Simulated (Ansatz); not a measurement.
# Cl2H5MgNO: the cost of one run

All numbers below are computed with Ansatz 0.2.0 (UKS PBE-D4/6-31G).

### Step 1. The starting structure

Bond lengths: Mg1–Cl2 2.838 Å, Mg1–Cl3 2.132 Å, Mg1–O5 2.416 Å, O5–H8 0.957 Å, N7–H9 1.008 Å, N7–H10 1.009 Å. Angles: Cl2–Mg1–Cl3 117.7°, Cl2–Mg1–O5 98.8°, Cl3–Mg1–O5 130.0°, Mg1–O5–H8 120.5°, H9–N7–H10 110.7°.

Structure file:

```xyz
10

Mg   -1.5234   -1.2268   -0.8429
Cl    1.1741   -1.3619   -1.7151
Cl   -3.0460   -1.1841   -2.3353
H    -0.0276    0.5697    0.8405
O    -1.2137    0.1779    1.0985
H     1.3692   -0.0807   -0.5311
N     1.2147    0.8423    0.4168
H    -1.1700   -0.2066    1.9736
H     1.9345    0.7195    1.1122
H     1.2882    1.7507   -0.0171
```

### Step 2. Run 1

150 steps of 0.5 fs at constant energy, with velocities drawn for 600 K.

Input file input.yaml:

```yaml
crystal:
  periodic: [false, false, false]
  atoms:
    - { symbol: Mg, position_ang: [-1.5234, -1.2268, -0.8429] }
    - { symbol: Cl, position_ang: [1.1741, -1.3619, -1.7151] }
    - { symbol: Cl, position_ang: [-3.046, -1.1841, -2.3353] }
    - { symbol: H, position_ang: [-0.0276, 0.5697, 0.8405] }
    - { symbol: O, position_ang: [-1.2137, 0.1779, 1.0985] }
    - { symbol: H, position_ang: [1.3692, -0.0807, -0.5311] }
    - { symbol: "N", position_ang: [1.2147, 0.8423, 0.4168] }
    - { symbol: H, position_ang: [-1.17, -0.2066, 1.9736] }
    - { symbol: H, position_ang: [1.9345, 0.7195, 1.1122] }
    - { symbol: H, position_ang: [1.2882, 1.7507, -0.0171] }
magnetization:
  spin_polarized: true
basis:
  gaussian: { orbitals: "6-31G" }
hamiltonian:
  xc: pbe
  dispersion: d4
md:
  timestep: 0.5
  n_steps: 150
  ensemble: nve
  temperature: 600.0
  initial_velocities: maxwell_boltzmann
  seed: 215336
```

Launch:

```bash
$ ansatz run input.yaml --threads 1 --pin off --max-ram 2048MiB --backend cpu --events-out ev --progress --plain --runs-dir out
```

What time and memory should one allow on 1 thread of Arm Neoverse V1, shared host?

About 15 min, with a peak of 0.15 GiB.
